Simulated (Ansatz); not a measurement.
**KFeAs2 under changes of volume**

One of the cells (25.033 Å³/atom); the others are scaled copies at fixed shape and fractional positions:

```
CELL_PARAMETERS angstrom
-1.98037 1.98037 6.38302
1.98037 -1.98037 6.38302
1.98037 1.98037 -6.38302
ATOMIC_POSITIONS crystal
As 0.33074 0.33074 0.00000
As 0.66926 0.66926 0.00000
Fe 0.25000 0.75000 0.50000
K 0.00000 0.00000 0.00000
```

The cell comes from a database or a generator and needn't be the stable form of this composition.

- Program: Ansatz 0.2.0
- Functional: PBE
- Potentials or basis: Ansatz PAW
- Cutoff: 420 eV (not typed: the program's choice for these potentials)
- k mesh: 9 × 9 × 9
- Occupations: fermi-dirac, width 0.05 eV
- Spin: collinear spin, ferromagnetic start
- Starting moments: [0.0, 0.0, 3.0, 0.0] μB

```csv
volume (Å³/atom),energy over the lowest point (meV/atom),pressure (GPa),moment (μB per cell),largest force (eV/Å)
23.531,18.95,4.0,0.49,0.548
24.032,?,?,?,?
24.533,2.36,1.3,0.58,0.213
25.033,0.00,0.2,0.61,0.067
25.534,1.07,-0.8,0.64,0.069
26.035,5.22,-1.8,0.66,0.194
26.535,12.13,-2.6,0.70,0.309
```

Task: What does the run at 24.032 Å³/atom give?

Result: Energy over the lowest point 8.54 meV/atom; pressure 2.6 GPa; moment 0.55 μB per cell; largest force 0.373 eV/Å.

Worked out: A Birch-Murnaghan fit of order 3 (a polynomial in V^(-2/3)) to the other rows has its minimum at 25.12 Å³/atom with B0 = V·E''(V) = 54 GPa and B' = 4.3 at fixed shape and positions, which overstates the stiffness. It gives 8.53 meV/atom at 24.032 Å³/atom, against the run's 8.54, and -dE/dV = 2.6 GPa, against 2.6. A parabola through the other rows of the moment, of slope 0.0813 μB per Å³/atom there, gives 0.54 μB, against the run's 0.55.

Energies are extrapolated to zero smearing.

Caveats: a cell with one magnetic atom can't hold antiferromagnetic order, which such compounds often take.
